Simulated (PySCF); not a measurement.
# C4H16N2OSi2: the cost of one run

Computed with PySCF 2.14.0, with density-fitted response routines of our own, on a single molecule in the gas phase. Atoms are numbered from 0 throughout.

### Step 1. The molecule as given

25 atoms, charge 0, multiplicity 1; geometry from: GFN2-xTB.

Bonds of the start (Å): C0–N1 1.45, N1–Si2 1.72, Si2–C3 1.91, C3–O4 1.40, O4–Si5 1.61, Si2–N6 1.71, N6–C7 1.44, N6–C8 1.44, C0–H9 1.09, C0–H10 1.10, C0–H11 1.09, N1–H12 1.01, Si2–H13 1.48, C3–H14 1.09, C3–H15 1.10, Si5–H16 1.47, Si5–H17 1.46, Si5–H18 1.47, C7–H19 1.10, C7–H20 1.09, C7–H21 1.09, C8–H22 1.08, C8–H23 1.09, C8–H24 1.10.

### Step 2. Nuclear shieldings: PBE0/pcSseg-1

What the job is given:

```
{"job": {"kind": "nmr", "xc": "PBE0", "basis": "pcSseg-1"}, "charge": 0, "multiplicity": 1}
C     -1.485529     2.833993     0.932738
N     -1.548031     1.408315     0.705041
Si    -0.179080     0.363680     0.605938
C      0.906190     1.084607    -0.786852
O      1.967234     0.278290    -1.227451
Si     3.176189    -0.405791    -0.412745
N     -0.799000    -1.180656     0.204610
C     -1.612043    -1.921793     1.134433
C     -0.339629    -1.985906    -0.899971
H     -0.602125     3.228541     0.438841
H     -1.427971     3.084517     1.997285
H     -2.367033     3.319885     0.509950
H     -2.388478     1.012506     1.099885
H      0.641539     0.323926     1.840292
H      0.299531     1.310638    -1.668930
H      1.321251     2.035187    -0.433674
H      2.710137    -1.459232     0.497713
H      3.930962    -0.923889    -1.544156
H      3.937799     0.572960     0.377211
H     -1.080262    -2.806030     1.505812
H     -2.535398    -2.254566     0.650814
H     -1.872762    -1.294757     1.982023
H      0.261644    -1.383154    -1.571071
H     -1.195344    -2.388130    -1.451983
H      0.269275    -2.828996    -0.550128
```

With the program's defaults for keys left out, this is: GIAO PBE0/pcSseg-1 NMR shielding, non-relativistic, gas phase.

Run with:

```
> OMP_NUM_THREADS=1 python probes_run.py task.json out
```

The driver reads the jobs from task.json and runs them one after another.

Q: Estimate the wall time and peak memory of this job on 1 thread of Arm Neoverse V1, shared host.

About 80 s, with a peak of 1.1 GiB.
